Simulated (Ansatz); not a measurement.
# C9H19N: a ladder of functionals and wavefunction methods

How much do the methods differ for C9H19N? The plan is to run it at one geometry with functionals of several rungs and with coupled cluster. The yardstick is the atomisation energy at the CCSD(T) limit.

Program: Ansatz 0.2.0, Gaussian basis. Level of theory: functionals in def2-TZVPP, the program's frozen cores in correlated methods. These are calculated values, not measurements.

Plan: PBE-D4, r2SCAN-D4, PBE0-D4, B3LYP-D4, ωB97X-V, ωB97M-V, B2PLYP; CCSD(T)/def2-TZVPP; MP2/def2-QZVPP; extrapolation to the limit.

## (1) Structure used throughout

All runs share one geometry, relaxed beforehand with PBE0-D4 in a triple-zeta def2 set.

SMILES `CC1(C)CCCC(C)(C)N1`, 29 atoms, charge 0, spin multiplicity 1.

Atoms are counted from 1 here; the program's logs count them from 0.

Bond lengths: C1–C2 1.536 Å, C1–H11 1.091 Å, C1–H12 1.094 Å, C1–H13 1.094 Å, C2–C3 1.524 Å, C2–C4 1.548 Å, C2–N10 1.459 Å, C3–H14 1.093 Å, C3–H15 1.092 Å, C3–H16 1.095 Å, C4–C5 1.525 Å, C4–H17 1.093 Å, C4–H18 1.095 Å, C5–C6 1.517 Å, C5–H19 1.093 Å, C5–H20 1.094 Å, C6–C7 1.535 Å, C6–H21 1.094 Å and more. Angles: C2–C1–H11 112.2°, C2–C1–H12 110.3°, C2–C1–H13 110.7°, H11–C1–H12 107.3°, H11–C1–H13 108.2°, H12–C1–H13 107.9°, C1–C2–C3 107.8°, C1–C2–C4 110.1°, C1–C2–N10 114.5°, C3–C2–C4 109.7°, C3–C2–N10 106.3°, C4–C2–N10 108.3°, C2–C3–H14 110.7°, C2–C3–H15 110.1°, C2–C3–H16 111.0°, H14–C3–H15 108.8°, H14–C3–H16 107.7°, H15–C3–H16 108.4° and more.

## (2) PBE-D4 (GGA)

File in.yaml:

```yaml
crystal:
  periodic: [false, false, false]
  atoms:
    - {symbol: C, position_ang: [0.689753, -0.778651, 1.884748]}
    - {symbol: C, position_ang: [0.838122, 0.396089, 0.906415]}
    - {symbol: C, position_ang: [2.214326, 1.013926, 1.123739]}
    - {symbol: C, position_ang: [-0.257945, 1.455632, 1.175414]}
    - {symbol: C, position_ang: [-1.353769, 1.456914, 0.114656]}
    - {symbol: C, position_ang: [-1.653346, 0.042984, -0.344849]}
    - {symbol: C, position_ang: [-0.441533, -0.565415, -1.064814]}
    - {symbol: C, position_ang: [-0.479117, -2.092397, -0.974197]}
    - {symbol: C, position_ang: [-0.471645, -0.174126, -2.541565]}
    - {symbol: N, position_ang: [0.776297, 0.022329, -0.502196]}
    - {symbol: H, position_ang: [-0.308611, -1.216795, 1.853298]}
    - {symbol: H, position_ang: [0.865894, -0.442677, 2.910760]}
    - {symbol: H, position_ang: [1.415798, -1.564914, 1.658197]}
    - {symbol: H, position_ang: [2.310554, 1.393977, 2.143579]}
    - {symbol: H, position_ang: [2.371061, 1.837375, 0.424516]}
    - {symbol: H, position_ang: [3.005942, 0.273514, 0.968006]}
    - {symbol: H, position_ang: [0.196677, 2.448722, 1.228349]}
    - {symbol: H, position_ang: [-0.697927, 1.264861, 2.159331]}
    - {symbol: H, position_ang: [-2.255058, 1.934421, 0.508813]}
    - {symbol: H, position_ang: [-1.034275, 2.053419, -0.744462]}
    - {symbol: H, position_ang: [-2.512567, 0.019433, -1.020819]}
    - {symbol: H, position_ang: [-1.925762, -0.570948, 0.520607]}
    - {symbol: H, position_ang: [-0.432806, -2.438911, 0.058433]}
    - {symbol: H, position_ang: [-1.397659, -2.483900, -1.421225]}
    - {symbol: H, position_ang: [0.364284, -2.529765, -1.518030]}
    - {symbol: H, position_ang: [0.441051, -0.509592, -3.041941]}
    - {symbol: H, position_ang: [-0.528741, 0.910207, -2.651759]}
    - {symbol: H, position_ang: [-1.324941, -0.628201, -3.052869]}
    - {symbol: H, position_ang: [1.585953, -0.527512, -0.760153]}
basis:
  gaussian: {orbitals: def2-TZVPP}
hamiltonian: {xc: pbe, dispersion: d4}
output: {forces: true, orbitals: {seedname: orbitals}}
```

Launch:

```sh
> ansatz run in.yaml --threads 4 --pin off --events-out ev --progress --plain --max-ram 66560MiB --backend cuda --devices 0, --max-vram 37GiB
```

After this run come: r2SCAN-D4 (meta-GGA); PBE0-D4 (hybrid); B3LYP-D4 (hybrid); ωB97X-V (range-separated); ωB97M-V (range-separated); B2PLYP (double hybrid); CCSD(T) in def2-TZVPP; MP2 in def2-QZVPP.

Before running them: what should the planned runs give, taken together? Wanted: atomisation energy, CCSD(T)/CBS; farthest; mean size of error, hybrid; mean size of error, range-separated; gap, smallest and largest; T1 diagnostic; triples share of the correlation energy.

As calculated:

| quantity | value |
| --- | --- |
| atomisation energy, CCSD(T)/CBS | 11760.3 kJ/mol |
| functionals within 58.8 kJ/mol (0.5 %) | r2SCAN-D4, B3LYP-D4, ωB97X-V, ωB97M-V |
| farthest | PBE-D4 (+244.4 kJ/mol) |
| mean size of error, hybrid | 57.6 kJ/mol |
| mean size of error, range-separated | 38.1 kJ/mol |
| gap, smallest and largest | 4.81 eV (PBE-D4), 11.20 eV (ωB97X-V) |
| T1 diagnostic | 0.0094 |
| triples share of the correlation energy | 4.0 % |

**Reading.** PBE-D4 misses by +244.4 kJ/mol. Double hybrids carry the basis error of their MP2 part in triple zeta, and no dispersion term here, so their miss is partly the set-up's. Misses under about 58.8 kJ/mol are within the doubt on the reference itself, which lacks core-valence correlation, relativity and higher excitations. Hartree-Fock recovers 74 % of the binding; the rest is correlation. The gap grows from 4.8 to 11.2 eV across the functionals, mostly with the share of exact exchange.
